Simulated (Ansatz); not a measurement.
# Sc2Al: the cost of one run

Computed with Ansatz 0.2.0 (DFT LDA, scalar-relativistic, plane waves, PAW, unless a step's input says otherwise).

2 further runs of the same task are left out: 2 set aside as unsound or not needed.

## Step 1: The structure to begin with

Symmetry: P6_3/mmc, No. 194, hexagonal system. Conventional cell: a = 4.796 Å, b = 4.796 Å, c = 6.004 Å, α = 90.00°, β = 90.00°, γ = 120.00°. Sc (site symmetry -3m) is surrounded by 8 Sc at 3.00 to 3.15 Å and 6 Al at 3.15 Å. Around Sc (site symmetry -6m2) lie 5 Al at 2.77 to 3.00 Å and 6 Sc at 3.15 Å. Around Al (site symmetry -6m2) lie 11 Sc at 2.77 to 3.15 Å.

As a file:

```cif
data_structure
_symmetry_space_group_name_H-M 'P6_3/mmc'
_symmetry_Int_Tables_number 194
_cell_length_a 4.7962
_cell_length_b 4.7962
_cell_length_c 6.0037
_cell_angle_alpha 90.000
_cell_angle_beta 90.000
_cell_angle_gamma 120.000
_cell_volume 119.60
loop_
_atom_site_label
_atom_site_type_symbol
_atom_site_symmetry_multiplicity
_atom_site_Wyckoff_symbol
_atom_site_fract_x
_atom_site_fract_y
_atom_site_fract_z
_atom_site_occupancy
Sc1 Sc 2 a 0.00000 0.00000 0.00000 1
Sc2 Sc 2 d 0.33333 0.66667 0.75000 1
Al1 Al 2 c 0.33333 0.66667 0.25000 1
```

It goes back to an entry of the Materials Project, which need not be the stable form.

This cell was relaxed beforehand with the same method: volume 19.93 Å³/atom, gap on the mesh none (metal).

## Step 2: The undisturbed cell

input.yaml

```yaml
crystal:
  lattice:
    - [4.7962095842, 0.0, 0.0]
    - [-2.3981047921, 4.1536393418, 0.0]
    - [0.0, 0.0, 6.0036735444]
  atoms:
    - { symbol: Sc, position: [0.0, 0.0, 0.0] }
    - { symbol: Sc, position: [0.0, 0.0, 0.5] }
    - { symbol: Sc, position: [0.3333333333, 0.6666666667, 0.75] }
    - { symbol: Sc, position: [0.6666666667, 0.3333333333, 0.25] }
    - { symbol: Al, position: [0.3333333333, 0.6666666667, 0.25] }
    - { symbol: Al, position: [0.6666666667, 0.3333333333, 0.75] }
basis:
  ecutwfc: 420
kpoints:
  mp_grid: { grid: [12, 12, 6] }
hamiltonian:
  xc: lda
scf:
  occupations: { method: gaussian, width: 0.15 }
output:
  forces: true
  stress: true
  eigenvalues: true
```

Run with:

```sh
> ansatz run input.yaml --threads 2 --pin off --max-ram 5120MiB --backend cpu --events-out ev --progress --plain --runs-dir out
```

Q: Estimate wall time and peak memory on 2 threads of Arm Neoverse V1, shared host.

About 8.7 s, with a peak of 0.5 GiB.
